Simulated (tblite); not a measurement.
# AgAl2H4O4: the cost of one run

Programs: tblite 0.8.0 and PySCF 2.14.0. All values are calculated, for the isolated system unless a continuum is named. Atoms count from 0, parts from 1.

## 1. The system as given

11 atoms, charge 1, multiplicity 1; geometry: rigid parts in contact. Parts: 1 = atoms 0–9, `[OH][AlH][O][Al]([OH])[OH]`, charge 0; 2 = atom 10, `[Ag+]`, charge 1.

## 2. Docking the parts with GFN2-xTB

What the job is given:

```
{"job": {"kind": "dock", "xc": "GFN2-xTB", "basis": "xTB"}, "charge": 1, "multiplicity": 1, "parts": [{"atoms": "0-9", "charge": 0, "multiplicity": 1}, {"atoms": "10-10", "charge": 1, "multiplicity": 1}]}
O     -2.310724    -1.301520     0.468156
Al    -1.388659     0.058459     0.625194
O     -2.073333     1.322763     1.436325
O      0.177302     0.150337    -0.011718
Al     1.732509     0.310117    -0.607638
O      2.585889    -0.782559    -1.483140
H     -2.305215    -2.175257     0.103149
H     -1.894575     2.202192     1.738149
H      2.387864     1.620251    -0.280240
H      3.088943    -1.404784    -1.988238
Ag     0.332620    -2.435268     0.488535
```

Method: GFN2-xTB search for minima from random contacts, gas phase.

Command:

```
$ OMP_NUM_THREADS=1 python cluster_run.py task.json out
```

The driver reads the jobs from task.json and runs them one after another.

Q: Estimate the wall time of this first job on 1 thread of Arm Neoverse N1, shared host.

About 37 s.
